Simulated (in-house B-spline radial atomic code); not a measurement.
# Hf³⁺: excited configurations

Wanted: excitation energies of Hf³⁺ as differences of total energies (ΔSCF).

Program: in-house B-spline radial atomic code version 1. Level of theory: non-relativistic BP86, spin-polarised, spherical fractional occupations, point nucleus, basis-set limit. These are calculated values, not measurements, unless marked.

## Step 1: What is computed

| Property | Result |
| --- | --- |
| element | hafnium (Z = 72) |
| charge | +3 |
| electrons | 69 |
| configuration | [Xe] 4f14 5d1 |
| Hamiltonian | non-relativistic |
| nucleus | point |

Outer shells as boxes (Hund's rule):

[Xe] 4f14 5d1
```
[Xe] core
4f [↑↓][↑↓][↑↓][↑↓][↑↓][↑↓][↑↓]
5d [↑ ][  ][  ][  ][  ]
```

Where spins are not typed, each open shell is filled with up spins first.

Input settings:

```ini
Z = 72
electrons = 69.0
configuration = [Xe] 4f14 5d1
hamiltonian = nr
method = b88,p86
spin_polarised = True
```

This reference run was done before. Its total energy is -14325.164341 hartree, and its levels are (the highest eight at most):

| orbital | occupation | energy (eV) | <r> (bohr) |
| --- | --- | --- | --- |
| 4d down | 5 | -236.00 | 0.5376 |
| 5s up | 1 | -82.598 | 1.234 |
| 5s down | 1 | -82.051 | 1.231 |
| 5p up | 3 | -60.482 | 1.370 |
| 5p down | 3 | -59.824 | 1.365 |
| 4f up | 7 | -50.486 | 0.6503 |
| 4f down | 7 | -50.383 | 0.6483 |
| 5d up | 1 | -28.370 | 1.889 |

## Step 2: [Xe] 4f13 5d2

Input settings:

```ini
Z = 72
electrons = 69.0
configuration = [Xe] 4f13 5d2
hamiltonian = nr
method = b88,p86
spin_polarised = True
```

## Step 3: [Kr] 4d10 4f14 5s2 5p5 5d1 6f1

Input settings:

```ini
Z = 72
electrons = 69.0
configuration = [Kr] 4d10 4f14 5s2 5p5 5d1 6f1
hamiltonian = nr
method = b88,p86
spin_polarised = True
```

## Step 4: Run with [Kr] 4d9 4f14 5s2 5p6 5d1 6f1

Input settings:

```ini
Z = 72
electrons = 69.0
configuration = [Kr] 4d9 4f14 5s2 5p6 5d1 6f1
hamiltonian = nr
method = b88,p86
spin_polarised = True
```

## Step 5: Configuration [Xe] 4f14 6d1

Input settings:

```ini
Z = 72
electrons = 69.0
configuration = [Xe] 4f14 6d1
hamiltonian = nr
method = b88,p86
spin_polarised = True
```

## Step 6: [Kr] 4d10 4f14 5s2 5p5 5d1 6d1

Input settings:

```ini
Z = 72
electrons = 69.0
configuration = [Kr] 4d10 4f14 5s2 5p5 5d1 6d1
hamiltonian = nr
method = b88,p86
spin_polarised = True
```

Before running: How far above the reference does each configuration lie (order and size, in eV)?

**Answer**, as computed:

| net move | configuration | 2|M_S|+1 | energy above the reference (eV) | largest <r> (bohr) |
| --- | --- | --- | --- | --- |
| 5d → 6d | [Xe] 4f14 6d1 | 2 | 17.467 | 4.44 |
| 4f → 5d | [Xe] 4f13 5d2 | 4 | 25.067 | 1.81 |
| 5p → 6d | [Kr] 4d10 4f14 5s2 5p5 5d1 6d1 | 4 | 50.208 | 4.34 |
| 5p → 6f | [Kr] 4d10 4f14 5s2 5p5 5d1 6f1 | 4 | 57.115 | 6.97 |
| 4d → 6f | [Kr] 4d9 4f14 5s2 5p6 5d1 6f1 | 4 | 238.35 | 6.92 |

The energies run from 17.467 eV (5d → 6d) to 238.35 eV (4d → 6f). 3 of them lie more than 60 % above minus the reference's highest level (28.370 eV), in the range where a state can decay by emitting an electron. The reference has 2|M_S|+1 = 2; 4 of the configurations differ from it in spin. These are spherical averages at the typed spins, not spectroscopic levels.
